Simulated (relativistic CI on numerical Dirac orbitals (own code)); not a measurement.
# Ce³⁺: M4,5 absorption multiplets

Wanted: the shape of the M4,5 absorption spectrum of Ce³⁺ in 4 surroundings, from the same atomic integrals.

Program: relativistic CI on numerical Dirac orbitals (own code) version 1. Level of theory: Dirac-Coulomb-Breit CI, KLI orbitals optimised for each configuration, model QED (radiative potential, 1s self-energy scaled to tabulated hydrogen-like ionisation energies), valence Slater integrals scaled by 0.8, multiplet model of core-to-valence dipole absorption in a parametric crystal field. These are calculated values, not measurements, unless marked.

### 1 The system

- ion: Ce³⁺ (Ce IV)
- nuclear charge: 58
- electrons: 55
- configurations: [Xe] 4f → [Ar] 3d9 4s2 4p6 4d10 4f2 5s2 5p6
- magnetising field for the dichroism, Lz and Sz: magnetic field 10 T along z; these come from the lowest magnetised state alone (0 K)
- temperature of the isotropic spectrum: 300 K
- widths: Lorentz 0.36 eV, Gauss 0.4 eV
- surrounding 1: D3d, B20 = -160, B40 = 1000, B43 = 1220, B60 = 680, B63 = 260, B66 = -160 cm⁻¹
- surrounding 2: C2v, B20 = 230, B22 = 130, B40 = 430, B42 = 90, B44 = 390, B60 = -440, B62 = 390, B64 = 250, B66 = 500 cm⁻¹
- surrounding 3: D3d, B20 = 1360, B40 = -850, B43 = -1900, B60 = 370, B63 = -630, B66 = 300 cm⁻¹
- surrounding 4: Oh, B40 = 1960, B60 = 330 cm⁻¹

### 2 Surrounding 1: D3d, B20 = -160, B40 = 1000, B43 = 1220, B60 = 680, B63 = 260, B66 = -160

Input settings:

```ini
atom Ce  Z=58  charge=3  electrons=55
nucleus A=140  rms_radius_fm=4.8771
hamiltonian dirac-coulomb  breit=on  qed=on  c_scale=1
orbitals kli  potential=per-configuration
slater_scale 0.8
correlation none
mixing on
configurations
  [Xe] 4f
  [Ar] 3d9 4s2 4p6 4d10 4f2 5s2 5p6
end
absorption M4,5 T=300 lorentz=0.36 gauss=0.4
crystal_field D3d B20=-160 B40=1000 B43=1220 B60=680 B63=260 B66=-160
```

### 3 Surrounding 2: C2v, B20 = 230, B22 = 130, B40 = 430, B42 = 90, B44 = 390, B60 = -440, B62 = 390, B64 = 250, B66 = 500

Changes to the settings of step 2:

```diff
@@ -12,2 +12,2 @@
 absorption M4,5 T=300 lorentz=0.36 gauss=0.4
-crystal_field D3d B20=-160 B40=1000 B43=1220 B60=680 B63=260 B66=-160
+crystal_field C2v B20=230 B22=130 B40=430 B42=90 B44=390 B60=-440 B62=390 B64=250 B66=500
```

### 4 Surrounding 3: D3d, B20 = 1360, B40 = -850, B43 = -1900, B60 = 370, B63 = -630, B66 = 300

Changes to the settings of step 3:

```diff
@@ -12,2 +12,2 @@
 absorption M4,5 T=300 lorentz=0.36 gauss=0.4
-crystal_field C2v B20=230 B22=130 B40=430 B42=90 B44=390 B60=-440 B62=390 B64=250 B66=500
+crystal_field D3d B20=1360 B40=-850 B43=-1900 B60=370 B63=-630 B66=300
```

### 5 Surrounding 4: Oh, B40 = 1960, B60 = 330

Changes to the settings of step 4:

```diff
@@ -12,2 +12,2 @@
 absorption M4,5 T=300 lorentz=0.36 gauss=0.4
-crystal_field D3d B20=1360 B40=-850 B43=-1900 B60=370 B63=-630 B66=300
+crystal_field Oh B40=1960 B60=330
```

(Steps that only read results are left out.)

**Question.** What will these runs give? Wanted: highest peak, first run; ground spin; share of the lower edge; core spin-orbit splitting.

**Answer**, as computed:

| surrounding | ground S | Lz (0 K) | Sz (0 K) | centroid (eV) | share of the lower edge | up to four highest peaks (% of the highest), eV |
| --- | --- | --- | --- | --- | --- | --- |
| 1: D3d | 0.50 | -1.69 | 0.22 | 893.38 | 0.475 | 883.6 (52), 884.8 (94), 900.4 (42), 902.2 (100) |
| 2: C2v | 0.50 | -0.57 | 0.03 | 893.37 | 0.475 | 883.6 (51), 884.8 (95), 900.4 (42), 902.1 (100) |
| 3: D3d | 0.50 | -2.46 | 0.36 | 893.39 | 0.475 | 883.7 (54), 884.8 (87), 900.5 (41), 902.2 (100) |
| 4: Oh | 0.50 | -1.02 | 0.17 | 893.38 | 0.475 | 883.6 (54), 884.8 (92), 900.5 (42), 902.2 (100) |

```
                                 quantity     value
                  highest peak, first run  902.2 eV
      ground spin (effective S from ⟨S²⟩)      0.50
                  share of the lower edge     0.475
core spin-orbit splitting (without Breit)  19.29 eV
```

**Reading.** The lower edge takes 0.47 of the intensity in surrounding 1, below the statistical 0.60. The highest peak stays in place, within the step of the energy grid, in all surroundings. Edge positions are free-ion values and differ from those in solids by a few eV or more.
